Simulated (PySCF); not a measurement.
# AlCl6 ([AlCl6]3-): the cost of one run

Computed with PySCF 2.14.0, with density-fitted response routines of our own, on a single molecule in the gas phase. Atoms count from 0, in the outputs and in this text.

## (1) The molecule as given

7 atoms, charge -3, multiplicity 1; geometry from: GFN2-xTB. The atoms were then displaced at random by about 0.03 Å, so the start is not that level's minimum.

Bonds of the start (Å): Al0–Cl1 2.31, Al0–Cl2 2.37, Al0–Cl3 2.36, Al0–Cl4 2.39, Al0–Cl5 2.42, Al0–Cl6 2.25.

## (2) Geometry optimisation at PBE0-D3(BJ)/def2-SVP

Job settings and geometry (Å):

```
{"job": {"xc": "PBE0", "basis": "def2-SVP", "d3": "d3bj", "grid": 1, "maxiter": 40, "shake": 0.03, "kind": "geom"}, "charge": -3, "multiplicity": 1}
Al     0.061180    -0.076220     0.011150
Cl    -0.035810    -0.021470     2.315970
Cl    -0.041600     0.000060    -2.351140
Cl     2.423470     0.008240     0.009840
Cl    -2.331610    -0.022400    -0.049950
Cl    -0.020390     2.338980     0.007130
Cl     0.036620    -2.329200    -0.011560
```

Run with:

```console
OMP_NUM_THREADS=1 python probes_run.py task.json out
```

The driver reads the jobs from task.json and runs them one after another.

Q: Estimate the wall time and peak memory of this first job on 1 thread of Arm Neoverse V2, shared host.

About 73 s, with a peak of 0.53 GiB.
